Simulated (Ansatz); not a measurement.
**MoH5N3O: small, medium and large basis sets**

How large a basis does MoH5N3O need? Two functionals are run in growing sets.

The runs use Ansatz 0.2.0, Gaussian basis; one geometry, several basis sets.

Levels to be run: PBE0-D4/def2-SVP; ωB97M-V/def2-SVP; PBE0-D4/def2-QZVPP; ωB97M-V/def2-QZVPP; the functionals' def2-TZVPP values are taken from earlier runs.

## (1) Structure used throughout

All runs share one geometry, relaxed beforehand with PBE0-D4 in a triple-zeta def2 set. Mo takes the def2 core potential; no spin-orbit term is included.

SMILES `[NH]=[Mo](=[NH])([NH2])[OH]`, 10 atoms, charge 0, spin multiplicity 1.

Atoms are counted from 1 here; the program's logs count them from 0.

Bond lengths: N1–Mo2 1.730 Å, N1–H6 1.011 Å, Mo2–N3 1.728 Å, Mo2–N4 1.938 Å, Mo2–O5 1.902 Å, N3–H7 1.010 Å, N4–H8 1.008 Å, N4–H9 1.008 Å, O5–H10 0.960 Å. Angles: Mo2–N1–H6 153.9°, N1–Mo2–N3 113.5°, N1–Mo2–N4 106.8°, N1–Mo2–O5 109.4°, N3–Mo2–N4 107.2°, N3–Mo2–O5 107.8°, N4–Mo2–O5 112.2°, Mo2–N3–H7 156.4°, Mo2–N4–H8 122.9°, Mo2–N4–H9 123.1°, H8–N4–H9 111.5°, Mo2–O5–H10 118.0°.

Coordinates:

```xyz
10

N    -1.11235    0.62574   -1.11634
Mo    0.20853    0.08991   -0.13605
N     1.07611   -1.23966   -0.81810
N    -0.55004   -0.52075    1.54002
O     1.43583    1.52207    0.10991
H    -1.71001    0.59373   -1.93057
H     1.29326   -1.94832   -1.50387
H    -0.20284   -1.32570    2.03743
H    -1.47400   -0.26527    1.85081
H     1.11871    2.41706   -0.03044
```

## (2) PBE0-D4 in def2-SVP

File in.yaml:

```yaml
crystal:
  periodic: [false, false, false]
  atoms:
    - {symbol: N, position_ang: [-1.112351, 0.625739, -1.116337]}
    - {symbol: Mo, position_ang: [0.208530, 0.089911, -0.136053]}
    - {symbol: N, position_ang: [1.076111, -1.239662, -0.818103]}
    - {symbol: N, position_ang: [-0.550035, -0.520752, 1.540019]}
    - {symbol: O, position_ang: [1.435829, 1.522073, 0.109915]}
    - {symbol: H, position_ang: [-1.710011, 0.593727, -1.930572]}
    - {symbol: H, position_ang: [1.293262, -1.948316, -1.503868]}
    - {symbol: H, position_ang: [-0.202844, -1.325702, 2.037427]}
    - {symbol: H, position_ang: [-1.474002, -0.265274, 1.850813]}
    - {symbol: H, position_ang: [1.118710, 2.417057, -0.030441]}
basis:
  gaussian: {orbitals: def2-SVP}
hamiltonian: {xc: pbe0, dispersion: d4}
output: {orbitals: {seedname: orbitals}}
```

Started as:

```
$ ansatz run in.yaml --threads 4 --pin off --events-out ev --progress --plain --max-ram 10444MiB
```

After this run come: ωB97M-V in def2-SVP; PBE0-D4 in def2-QZVPP; ωB97M-V in def2-QZVPP.

Q: Predict the results of all the runs planned. Wanted: PBE0-D4: double and triple zeta above quadruple; ωB97M-V: double and triple zeta above quadruple.

The runs gave:

| quantity | value |
| --- | --- |
| PBE0-D4: double and triple zeta above quadruple | 9.17, 0.50 eV |
| ωB97M-V: double and triple zeta above quadruple | 9.41, 0.49 eV |

What this shows: PBE0-D4 gains 8.67 eV from double to triple zeta, then 0.50 eV more. Total energies overstate the basis error of differences, where much of it tends to cancel. The LUMO of ωB97M-V is positive and keeps falling with the basis (1.32 to 0.54 eV): an unbound level that the basis holds in place.
